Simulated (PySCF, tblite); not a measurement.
# C3H11BN2Si: geometry, infrared bands and NMR shifts

Aim: predict the infrared bands and NMR shifts of C3H11BN2Si (`CN[BH2-][N+]#C[SiH2]C`).

Computed with tblite 0.8.0 and PySCF 2.14.0, with density-fitted response routines of our own, on a single molecule in the gas phase. Atoms are numbered from 0 throughout.

## 1. The molecule as given

18 atoms, charge 0, multiplicity 1; geometry from: force field or distance geometry start.

Bonds of the start (Å): C0–N1 1.42, N1–B2 1.52, B2–N3 1.49, N3–C4 1.15, C4–Si5 1.83, Si5–C6 1.86, C0–H7 1.13, C0–H8 1.09, C0–H9 1.13, N1–H10 1.03, B2–H11 1.19, B2–H12 1.21, Si5–H13 1.48, Si5–H14 1.48, C6–H15 1.11, C6–H16 1.11, C6–H17 1.11.

## 2. Optimising the geometry with GFN2-xTB

What the job is given:

```
{"job": {"kind": "relax", "xc": "GFN2-xTB", "basis": "xTB"}, "charge": 0, "multiplicity": 1}
C     -2.630700     0.670200    -0.152300
N     -2.744200    -0.709800     0.162800
B     -1.566600    -1.577500    -0.239900
N     -0.335800    -0.796900    -0.542200
C      0.622400    -0.202900    -0.765400
Si     2.131600     0.754800    -1.168900
C      3.417600     0.482300     0.153400
H     -2.635200     1.249600     0.819400
H     -1.807500     0.940000    -0.812400
H     -3.605700     0.982600    -0.637400
H     -3.216000    -0.960200     1.043200
H     -1.321300    -2.438600     0.538200
H     -1.953000    -2.161100    -1.222500
H      2.751500     0.278400    -2.427400
H      1.751700     2.183800    -1.263600
H      3.424900    -0.556900     0.543300
H      4.406300     0.677600    -0.300800
H      3.301300     1.191000     0.996100
```

The run is started by

```
$ OMP_NUM_THREADS=1 python probes_run.py task.json out
```

The driver reads the jobs from task.json and runs them one after another.

**Question.** This job is followed by: GFN2-xTB harmonic vibrations, gas phase; GIAO PBE0/pcSseg-1 NMR shielding, non-relativistic, gas phase. Predict these results of the whole session: strongest single infrared mode (GFN2-xTB); zero-point energy (GFN2-xTB); ¹³C shifts against TMS (PBE0/pcSseg-1); ¹H shifts against TMS (PBE0/pcSseg-1, means over atoms taken as alike); ¹⁵N shifts against NH3 (PBE0/pcSseg-1); ¹¹B shifts against BF3·OEt2 (PBE0/pcSseg-1); ²⁹Si shifts against TMS (PBE0/pcSseg-1); surface potential, 1st and 99th percentile.

The runs gave:

| quantity | value |
| --- | --- |
| strongest single infrared mode (GFN2-xTB) | 2214 cm⁻¹, 522 km/mol |
| zero-point energy (GFN2-xTB) | 86.1 kcal/mol |
| ¹³C shifts against TMS (PBE0/pcSseg-1) | 134.7, 38.6, -5.5 ppm |
| ¹H shifts against TMS (PBE0/pcSseg-1, means over atoms taken as alike) | 5.17, 2.85, 2.30, 0.57, -0.41 ppm |
| ¹⁵N shifts against NH3 (PBE0/pcSseg-1) | 278.8, 56.8 ppm |
| ¹¹B shifts against BF3·OEt2 (PBE0/pcSseg-1) | -17.2 ppm |
| ²⁹Si shifts against TMS (PBE0/pcSseg-1) | -65.3 ppm |
| surface potential, 1st and 99th percentile | -2.02 V and 1.79 V |

In words: Over 125 steps the energy fell by 0.828 eV; of the close pairs, C0–H9 changed most, 1.133 to 1.091 Å. The lowest mode is imaginary (38i cm⁻¹), so the xTB geometry is not a minimum. The strongest single mode, at 2214 cm⁻¹, moves mainly C4 and N3. GFN2-xTB is a fitted tight-binding method: band positions and strengths are rough. Its intensities can rank the bands wrongly. At PBE0/pcSseg-1: Shielding is most anisotropic at N3 (span 512 ppm, paramagnetic term -347 ppm). By nearest atom (PBE0/pcSseg-1), the HOMO sits on N1 61 %; H7 9 % and the LUMO on C4 31 %; N3 25 %.
